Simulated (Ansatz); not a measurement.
MgInCu₄, space group F-43m, a breakdown of dispersion, smearing and cutoff terms

With Ansatz 0.2.0 through its Python package.

Typed at the interpreter:
```pycon
>>> import warnings
>>> import ansatz as az
>>> warnings.simplefilter('ignore', az.DeckWarning)
>>> crystal = (
...     az.Lattice.from_parameters(4.991467, 4.991467, 4.991467, alpha=60.0, beta=60.0, gamma=60.0)
...     .atom('Mg', (0.0, 0.0, 0.0))
...     .atom('In', (0.25, 0.25, 0.25))
...     .atom('Cu', (0.625, 0.625, 0.625))
...     .atom('Cu', (0.125, 0.625, 0.625))
...     .atom('Cu', (0.625, 0.625, 0.125))
...     .atom('Cu', (0.625, 0.125, 0.625))
... )
>>> model = (
...     crystal.calculation()
...     .scf(max_iterations=60)
...     .occupations('gaussian')
...     .initial_density(normalization='atom')
...     .mixing('msr1')
...     .kpoints(mesh=(5, 5, 5))
... )
>>> with_term = model.functional('pbesol', dispersion='d4').basis(380).cutoff_correction(530).run(threads=1).report
>>> without = model.functional('pbesol').basis(380).run(threads=1).report
>>> finer = model.functional('pbesol').basis(530).run(threads=1).report
>>> removed = az.free_energy_without(with_term, az.EnergyTerm.DISPERSION)
>>> print(f'dispersion term            {with_term["components"]["e_disp"]:.5f} eV')
dispersion term            -1.43165 eV
>>> print(f'F less dispersion          {removed:.5f} eV, run without it {without["free_energy_ev"]:.5f} eV')
F less dispersion          -33793.25293 eV, run without it -33793.25293 eV
>>> print(f'F less smearing term       {az.free_energy_without(without, az.EnergyTerm.SMEARING):.5f} eV')
F less smearing term       -33793.23992 eV
>>> print(f'estimated gain to 530 eV   {with_term["cutoff_correction"]["energy_ev"]:.5f} eV, found {finer["free_energy_ev"] - without["free_energy_ev"]:.5f} eV')
estimated gain to 530 eV   -0.01886 eV, found -0.01878 eV
```

Reading the output:
- These settings explore the input space; cutoff and mesh may be short of convergence.
- The cutoff lies under the one recommended for these potentials in some of the runs.
- Dispersion corrections can be off by several per cent in the lattices of metals, and by several GPa in the pressure at a fixed cell.
- The mesh is modest for a metal, so energies can be off by several to tens of meV an atom and pressures by half a GPa or more; differences at equal mesh fare better.
- Of the deposited cell: the entry's cell lengths or inner coordinates differ somewhat from later room-temperature determinations.
- The structure is a deposited one; some such entries were measured under pressure or heat, so a shift against it needn't be the functional's error alone.
- The script silences the warnings on its input, which a real study should read.
- It ran for 38 s on 1 thread of Arm Neoverse N1 (shared host), peak memory 0.41 GiB.
